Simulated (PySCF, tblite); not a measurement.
# C₈H₈N radical: geometry, infrared bands and EPR parameters

What infrared bands and EPR parameters should C₈H₈N radical (`[CH2]C#CC(=C)/N=C\C=C`) show?

The runs use tblite 0.8.0 and PySCF 2.14.0, with density-fitted response routines of our own; the level of theory stands in each step. All values are computed, except where a source is named. Atoms count from 0, in the outputs and in this text.

## 1. The starting structure

17 atoms, charge 0, multiplicity 2; geometry from: force field or distance geometry start.

Bonds of the start (Å): C0–C1 1.40, C1–C2 1.22, C2–C3 1.41, C3–C4 1.36, C3–N5 1.36, N5–C6 1.30, C6–C7 1.49, C7–C8 1.33, C0–H9 1.09, C0–H10 1.09, C4–H11 1.08, C4–H12 1.08, C6–H13 1.11, C7–H14 1.09, C8–H15 1.07, C8–H16 1.09.

## 2. Relaxing the molecule with GFN2-xTB

What the job is given:

```
{"job": {"kind": "relax", "xc": "GFN2-xTB", "basis": "xTB"}, "charge": 0, "multiplicity": 2}
C     -3.376000     1.043100    -1.327100
C     -2.337400     0.230300    -0.864400
C     -1.429700    -0.475300    -0.454600
C     -0.372300    -1.287700     0.002100
C     -0.498500    -1.942400     1.184200
N      0.724600    -1.482700    -0.781000
C      1.644300    -0.561300    -0.798500
C      1.724400     0.720500    -0.039100
C      2.772900     1.522400    -0.219800
H     -4.039800     1.553200    -0.621700
H     -3.551800     1.156400    -2.392500
H     -1.384700    -1.837600     1.797300
H      0.281700    -2.602700     1.533900
H      2.508700    -0.760100    -1.461400
H      0.914800     0.979800     0.641500
H      3.577500     1.289500    -0.888500
H      2.834500     2.466800     0.325600
```

Launch:

```console
$ OMP_NUM_THREADS=1 python probes_run.py task.json out
```

This one command runs all jobs of the session in turn.

The program printed:

```text
step      E/eV     max force
  0    -650.77838    3.380
  1    -650.86852    3.228
  2    -650.97698    0.759
  3    -650.99270    0.873
  4    -651.00776    0.314
  5    -651.01541    0.180
  6    -651.01988    0.191
  7    -651.02685    0.190
  8    -651.03118    0.170
  9    -651.03447    0.138
 10    -651.03732    0.126
 11    -651.04090    0.139
 12    -651.04532    0.160
 13    -651.05006    0.172
 14    -651.05454    0.171
 15    -651.05885    0.155
 16    -651.06378    0.187
 17    -651.06945    0.228
 18    -651.07462    0.173
 19    -651.07825    0.132
 20    -651.08111    0.132
 21    -651.08413    0.176
 22    -651.08745    0.166
 23    -651.09028    0.164
 24    -651.09199    0.202
 25    -651.09504    0.145
 26    -651.09785    0.107
 27    -651.10029    0.111
 28    -651.10230    0.108
 29    -651.10431    0.112
 30    -651.10620    0.101
 31    -651.10770    0.082
 32    -651.10866    0.069
 33    -651.10929    0.055
 34    -651.10968    0.058
 35    -651.10998    0.054
 36    -651.11023    0.040
 37    -651.11049    0.025
 38    -651.11061    0.028
 39    -651.11082    0.029
 40    -651.11098    0.031
 41    -651.11113    0.025
 42    -651.11126    0.038
 43    -651.11142    0.043
 44    -651.11161    0.038
 45    -651.11179    0.027
 46    -651.11191    0.029
 47    -651.11200    0.028
 48    -651.11211    0.026
 49    -651.11225    0.032
 50    -651.11242    0.032
 51    -651.11254    0.025
 52    -651.11263    0.023
 53    -651.11272    0.022
 54    -651.11286    0.032
 55    -651.11300    0.031
 56    -651.11311    0.024
 57    -651.11319    0.019
 58    -651.11327    0.020
 59    -651.11335    0.024
 60    -651.11342    0.021
 61    -651.11347    0.014
 62    -651.11352    0.018
 63    -651.11358    0.018
 64    -651.11366    0.018
 65    -651.11372    0.016
 66    -651.11375    0.014
 67    -651.11378    0.013
 68    -651.11382    0.019
 69    -651.11387    0.025
 70    -651.11393    0.021
 71    -651.11397    0.022
 72    -651.11400    0.013
 73    -651.11404    0.010
```

Wall time 0.37 s (1 thread of Arm Neoverse V2, shared host).

Relaxation path: (not every step is listed)

```
step  energy from step 0 (eV)  largest force (eV/Å)
   0                   0.0000                3.3805
   1                  -0.0901                3.2285
   2                  -0.1986                0.7587
   3                  -0.2143                0.8729
   4                  -0.2294                0.3136
   5                  -0.2370                0.1804
   6                  -0.2415                0.1908
   7                  -0.2485                0.1899
   8                  -0.2528                0.1699
  14                  -0.2762                0.1711
  20                  -0.3027                0.1316
  26                  -0.3195                0.1071
  32                  -0.3303                0.0686
  38                  -0.3322                0.0276
  44                  -0.3332                0.0379
  50                  -0.3340                0.0324
  56                  -0.3347                0.0236
  62                  -0.3351                0.0179
  68                  -0.3354                0.0186
  69                  -0.3355                0.0249
  70                  -0.3356                0.0212
  71                  -0.3356                0.0217
  72                  -0.3356                0.0127
  73                  -0.3357                0.0097
```

Close pairs (by a distance rule), those that changed most:

```
  bond  before (Å)  after (Å)  change (Å)
 C0–C1       1.398      1.336      -0.062
 N5–C6       1.302      1.261      -0.041
 C6–C7       1.492      1.454      -0.038
 C3–N5       1.362      1.391      +0.029
C6–H13       1.107      1.087      -0.020
 C2–C3       1.409      1.390      -0.019
 C0–H9       1.095      1.076      -0.019
C8–H16       1.092      1.077      -0.015
```

The next job starts from the end point, and lists it.

## 3. Harmonic vibrations with GFN2-xTB

What the job is given:

```
{"job": {"kind": "ir", "xc": "GFN2-xTB", "basis": "xTB"}, "charge": 0, "multiplicity": 2}
C     -3.343976     1.004258    -1.337248
C     -2.356461     0.247453    -0.851272
C     -1.463293    -0.451220    -0.366188
C     -0.423835    -1.245211     0.104999
C     -0.534949    -1.965300     1.249567
N      0.690363    -1.369446    -0.718207
C      1.620309    -0.524746    -0.829885
C      1.763672     0.726154    -0.102305
C      2.810266     1.529308    -0.258342
H     -4.306342     1.039413    -0.857116
H     -3.198738     1.592636    -2.226318
H     -1.436915    -1.933364     1.831767
H      0.277446    -2.576736     1.598084
H      2.407641    -0.771245    -1.537669
H      0.967538     0.971761     0.589312
H      3.606801     1.288630    -0.944475
H      2.913474     2.449686     0.291378
```

The program printed:

```text
mode    cm-1     km/mol
  1     -24.1      0.85
  2      85.6      0.10
  3     103.5      0.81
  4     105.2      0.23
  5     152.4      1.29
  6     231.6      0.31
  7     259.6      0.16
  8     263.9      0.63
  9     326.3      2.62
 10     365.1      1.29
 11     410.5      1.09
 12     489.6      1.01
 13     502.0      6.45
 14     591.9      4.80
 15     648.4      4.11
 16     707.1     10.54
 17     708.1     32.68
 18     743.4      8.03
 19     770.8     36.53
 20     888.8      4.15
 21     903.9      4.16
 22     916.7      5.11
 23     942.7     18.58
 24     961.7      1.75
 25    1014.8     18.53
 26    1136.1     23.01
 27    1155.6     41.99
 28    1260.9      1.61
 29    1309.3      1.41
 30    1347.1     29.03
 31    1366.3      6.81
 32    1406.9      2.95
 33    1468.6     20.04
 34    1535.3     20.78
 35    1658.6     23.51
 36    1714.1     83.56
 37    2133.7     22.16
 38    2997.1     42.41
 39    3062.5     22.69
 40    3094.8     15.24
 41    3095.6      8.22
 42    3116.9     19.27
 43    3124.0      7.04
 44    3125.0     32.73
 45    3162.5     26.58
```

It took 0.46 s on 1 thread of Arm Neoverse V2, shared host.

Which atoms move in the most intense modes:

```
cm⁻¹  km/mol                                 atoms
 708    32.7   N5 21 %, C3 13 %, H10 12 %, C6 12 %
 771    36.5           H12 43 %, H11 32 %, C4 23 %
1156    42.0            C7 22 %, C6 21 %, H14 16 %
1347    29.0  H9 21 %, H10 20 %, C3 18 %, H11 12 %
1714    83.6                      C6 47 %, N5 45 %
2997    42.4                              H13 92 %
3125    32.7                    H16 66 %, H15 23 %
3162    26.6           H11 53 %, H12 37 %, C4 10 %
```

## 4. EPR parameters: B3LYP/pcH-1

Same as in step 3 but for these lines:

```diff
@@ -1,2 +1,2 @@
-{"job": {"kind": "ir", "xc": "GFN2-xTB", "basis": "xTB"}, "charge": 0, "multiplicity": 2}
+{"job": {"kind": "epr", "basis": "pcH-1"}, "charge": 0, "multiplicity": 2}
 C     -3.343976     1.004258    -1.337248
```

Method: UKS B3LYP, pcH-1 on C H N, non-relativistic, mean-field spin-orbit, GIAO.

The program printed:

```text
UKS, coarse grid
  cycle   1  E = -364.22143414  |g| = 3.33e-01
  cycle   2  E = -364.21227058  |g| = 3.80e-01
  cycle   3  E = -364.27635726  |g| = 1.02e-01
  cycle   4  E = -364.28021561  |g| = 4.38e-02
  cycle   5  E = -364.28104749  |g| = 2.11e-02
  cycle   6  E = -364.28129694  |g| = 8.19e-03
  cycle   7  E = -364.28135559  |g| = 5.41e-03
  cycle   8  E = -364.28138467  |g| = 2.37e-03
  cycle   9  E = -364.28139048  |g| = 1.22e-03
  cycle  10  E = -364.28139112  |g| = 4.75e-04
UKS, final grid
  cycle   1  E = -364.28129268  |g| = 7.19e-04
  cycle   2  E = -364.28129194  |g| = 1.40e-03
  cycle   3  E = -364.28129305  |g| = 1.25e-04
  cycle   4  E = -364.28129307  |g| = 1.01e-04
  cycle   5  E = -364.28129309  |g| = 6.44e-05
  cycle   6  E = -364.28129309  |g| = 2.42e-05
E = -364.28129309 Eh   <S^2> = 0.7915 (exact 0.7500)
g shifts (ppm)      1          2          3
  rmc          -136       -136       -136
  gc             -3         36         32
  oz_so           9        734        914
  total        -130        634        809
hyperfine (MHz)  atom isotope    a_iso     a_fc   dipolar eigenvalues
    0   13C      51.02      51.02    -48.33    -47.26     95.60
    1   13C     -56.26     -56.26    -21.53     -0.13     21.66
    2   13C      45.48      45.48    -40.97    -29.22     70.20
    3   13C     -36.95     -36.95    -23.74     10.28     13.45
    4   13C      36.72      36.72    -33.31    -31.84     65.14
    5   14N      -3.57      -3.57     -2.41      1.11      1.30
    6   13C     -10.82     -10.82     -1.45      0.60      0.85
    7   13C       0.68       0.68     -0.70     -0.04      0.75
    8   13C       0.57       0.57     -0.37     -0.10      0.47
    9    1H     -43.15     -43.15    -22.12     -0.59     22.72
   10    1H     -42.94     -42.94    -22.42     -0.53     22.96
   11    1H     -25.75     -25.75    -13.12     -1.43     14.55
   12    1H     -26.36     -26.36    -16.30     -0.31     16.61
   13    1H       0.83       0.83     -0.44     -0.31      0.74
   14    1H       0.31       0.31     -1.88     -0.47      2.34
   15    1H      -0.57      -0.57     -0.34     -0.21      0.55
   16    1H      -0.63      -0.63     -0.33     -0.24      0.57
```

Run time: 1.7 min. Hardware: 1 thread of Arm Neoverse V2, shared host; peak memory 0.98 GiB.

Principal g values 2.00219, 2.00295, 2.00313; g(iso) = 2.00276, against 2.00232 for a free electron.

Hyperfine couplings; where a row names several nuclei, a(iso) is their mean (it holds for fast rotation or exchange) and the dipolar term the largest among them:

```
 nuclei  isotope  a(iso) (MHz)  a(iso) (G, at g = 2.0023)  largest dipolar term (MHz)
     C1      13C         -56.3                      -20.1                        21.7
     C0      13C          51.0                       18.2                        95.6
     C2      13C          45.5                       16.2                        70.2
H9, H10       1H         -43.0                      -15.4                        23.0
     C3      13C         -36.9                      -13.2                       -23.7
     C4      13C          36.7                       13.1                        65.1
    H12       1H         -26.4                       -9.4                        16.6
    H11       1H         -25.8                       -9.2                        14.6
     C6      13C         -10.8                       -3.9                        -1.4
     N5      14N          -3.6                       -1.3                        -2.4
    H13       1H           0.8                        0.3                         0.7
     C7      13C           0.7                        0.2                         0.7
    H16       1H          -0.6                       -0.2                         0.6
     C8      13C           0.6                        0.2                         0.5
```

Mulliken spin populations:

C0 0.64; C1 -0.24; C2 0.46; C3 -0.18; C4 0.44; N5 -0.01; C6 -0.01; C7 0.00; C8 0.00; H9 -0.03; H10 -0.03; H11 -0.02; H12 -0.02; H13 0.00; H14 0.00; H15 0.00; H16 0.00

In first order the couplings over 0.8 MHz of 1H, 14N give 72 distinct lines over 52.1 G, if the averaged nuclei exchange fast.

The fields below are evaluated on a grid from the run's orbitals.

ELF in a plane through or near 6 of the atoms.

Ten even steps from ' ' (0.00) to '@' (1.00):
```
                                                        
                                                        
                          ..                            
                      ..##%%==::....                    
                      ..%%@@##++++--                    
                          --++##**--                    
                    ....  ..##%%++..                    
                  ::++++++##::::**--::..                
                ..==**##**%%==**%%****==..              
                ..++++====::::**..--%%**--..            
        ..++##--  --%%%%::    ++%%%%::**##==--..        
        **@@@@@@--::====..    --####**%%##****==..      
        **@@@@@@++====--..    ..::::--++++**++--        
        ..##%%##----==--            ++@@@@%%::          
                ......              %%@@@@@@::          
                                    ==%%@@##            
                                                        
                                                        
                                                        
                                                        
```
The map spans 13.7 Å across and 11.5 Å up, centred on the molecule. Atoms in the plane (x, y in Å): C0 (3.3, -1.5), C1 (2.4, -0.6), C2 (1.5, 0.3), C3 (0.5, 1.2), H10 (3.2, -2.5), H15 (-3.6, -1.4).

log10 of the density (e/Å³) in the same plane.

Ten even steps from ' ' (-4.0) to '@' (0.6):
```
                                                        
                        ........                        
                      ..--------::::                    
                    ..--==++++++==--::..                
                  ..::==****####**++--::                
                ..::--==**########++==--..              
              ..--==++++**##%%%%##**==--::..            
            ..--==++**##%%%%@@@@%%##++==--::            
          ..--==++**%%%%%%@@@@@@%%%%##**==--::..        
        ::--==++**##@@@@%%####%%@@@@%%##**++----..      
      ..--++******##%%%%**++++**%%%%@@%%##**++==--..    
      ::==**%%%%########++====++**##%%%%%%%%**++--::    
      ::==**%%%%##****++==----==++**##%%@@%%**++--::    
      ..--==****++++++==--::::::====**%%@@%%**==--..    
        ::----======----..    ..::==++####**++--..      
          ..::::::::....        ..::==++++++--::        
                                    ..::::::..          
                                                        
                                                        
                                                        
```
The map spans 13.7 Å across and 11.5 Å up, centred on the molecule. Atoms in the plane (x, y in Å): C0 (3.3, -1.5), C1 (2.4, -0.6), C2 (1.5, 0.3), C3 (0.5, 1.2), H10 (3.2, -2.5), H15 (-3.6, -1.4).

On the surface of density 0.002 e/bohr³ the electrostatic potential runs, from the 1st to the 99th percentile, from -1.53 V near N5 to 1.12 V near H15.

The spin density lies nearest to C0, C2 about 25 % each; C4 16 %; C1 9 % (beta excess); C3 6 % (beta excess).

## 5. Outcome

| quantity | value |
| --- | --- |
| strongest single infrared mode (GFN2-xTB) | 1714 cm⁻¹, 84 km/mol |
| zero-point energy (GFN2-xTB) | 79.1 kcal/mol |
| g(iso) (B3LYP) | 2.00276 |
| ⟨S²⟩ | 0.792 (exact 0.75) |
| largest a(iso) (averaged by class) | 13C on C1, -56.3 MHz |
| surface potential, 1st and 99th percentile | -1.53 V and 1.12 V |

What this shows: Over 73 steps the energy fell by 0.336 eV; of the close pairs, C0–C1 changed most, 1.398 to 1.336 Å. The lowest mode is imaginary (24i cm⁻¹), so the xTB geometry is not a minimum. The strongest single mode, at 1714 cm⁻¹, moves mainly C6 and N5. GFN2-xTB is a fitted tight-binding method: band positions and strengths are rough. Its intensities can rank the bands wrongly. The largest spin populations lie on C0 (0.64 e), C2 (0.46 e). The isotropic g lies 0.4 ppt above the free-electron value.
